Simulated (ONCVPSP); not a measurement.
# An ONCV potential for Cd, from input to tests

Task: generate the file, and judge it by its errors in other configurations, its logarithmic derivatives, its ghosts and its cutoff.

Program: ONCVPSP 4.0.1.1 (patched build). Reference atom: PBE, scalar-relativistic, spherical and spin-unpolarised. All values are calculated.

## (1) Starting point

The settings as typed:

```
element                 : cadmium (Cd, Z = 48)
type                    : optimised norm-conserving Vanderbilt (ONCV)
frozen core             : [Ar] 3d10
valence charge          : 20
reference configuration : 4s2 4p6 4d10 5s2
partial waves           : 4s+5s: rc 1.35 bohr, ncon 4, nbas 8, qcut 11 1/bohr, 3 projectors, debl 0.5 Ha; 4p: rc 1.12 bohr, ncon 5, nbas 9, qcut 13 1/bohr, 1 projector; 4d: rc 1.65 bohr, ncon 5, nbas 10, qcut 11 1/bohr, 2 projectors, debl 2.5 Ha
local potential         : polynomial inside 0.95 bohr (lpopt 5, dvloc0 3 Ha)
core correction         : not asked for
```

The nodes and maxima of the atom's own shells, from an earlier all-electron run, set the scale for the radii.

All-electron outer shells of the reference configuration (PBE, scalar-relativistic, ld1.x):

| shell | level (eV) | outermost node (bohr) | outermost maximum (bohr) |
| --- | --- | --- | --- |
| 3d | -393.64 | – | 0.27 |
| 4s | -105.92 | 0.43 | 0.79 |
| 4p | -66.97 | 0.43 | 0.84 |
| 4d | -11.73 | 0.42 | 0.98 |
| 5s | -5.66 | 1.07 | 2.35 |
| 5p | -1.18 | 1.20 | 3.33 |

## (2) The generation run

Contents of Cd.dat:

```
# ATOM AND REFERENCE CONFIGURATION
# atsym  z   nc   nv     iexc    psfile
  Cd 48.00    6    4        4      upf
#
#   n    l    f
    1    0    2.00
    2    0    2.00
    2    1    6.00
    3    0    2.00
    3    1    6.00
    3    2   10.00
    4    0    2.00
    4    1    6.00
    4    2   10.00
    5    0    2.00
#
# PSEUDOPOTENTIAL AND OPTIMIZATION
# lmax
    2
#
#   l,   rc,      ep,       ncon, nbas, qcut
    0    1.35    0.00    4    8   11.00
    1    1.12    0.00    5    9   13.00
    2    1.65    0.00    5   10   11.00
#
# LOCAL POTENTIAL
# lloc, lpopt,  rc(5),   dvloc0
    4    5    0.95    3.00
#
# VANDERBILT-KLEINMAN-BYLANDER PROJECTORs
# l, nproj, debl
    0    3    0.50
    1    1    0.60
    2    2    2.50
#
# MODEL CORE CHARGE
# icmod, fcfact, rcfact
    0    0.00    0.00
#
# LOG DERIVATIVE ANALYSIS
# epsh1, epsh2, depsh
   -5.00    5.00    0.04
#
# OUTPUT GRID
# rlmax, drl
    6.00    0.01
#
# TEST CONFIGURATIONS
# ncnf
    4
# nvcnf
#   n    l    f
    4
    4    0    2.00
    4    1    6.00
    4    2   10.00
    5    0    1.00
#
    4
    4    0    2.00
    4    1    6.00
    4    2   10.00
    5    0    0.00
#
    4
    4    0    2.00
    4    1    6.00
    4    2    9.00
    5    0    0.00
#
    5
    4    0    2.00
    4    1    6.00
    4    2   10.00
    5    0    0.00
    5    1    2.00
#
```

The run is started by

```sh
oncvpsp.x < Cd.dat > Cd.out
```

Before running it: what results should come out? Wanted: cutoffs for 1 and 0.1 mHa per electron, occupied waves; bound ghosts; GHOST(+) flags; largest test error; largest phase difference near zero energy, channels read.

**Answer**, as computed:

| quantity | value |
| --- | --- |
| cutoffs for 1 and 0.1 mHa per electron, occupied waves | 61 Ha and 72 Ha |
| bound ghosts | none found |
| GHOST(+) flags | s at 642 eV |
| largest test error (AE − PS) | +53 meV, for 4s2 4p6 4d10 5s0 5p2 |
| largest phase difference near zero energy, channels read | 0.004 rad |

What this shows: By total energies transferability is fair: the largest error is 53 meV on 9.7 eV, for 4s2 4p6 4d10 5s0 5p2. It counts as hard, with 61 Ha needed at the looser tolerance. At the looser tolerance the 4p wave is the slowest; 4s needs 39 Ha. It is free of bound ghosts as far as tested. Near zero energy the phases of the channels with partial waves agree within 0.004 rad. The program also flags highly localised states, GHOST(+) (s). All of this concerns the isolated atom, not yet a solid.
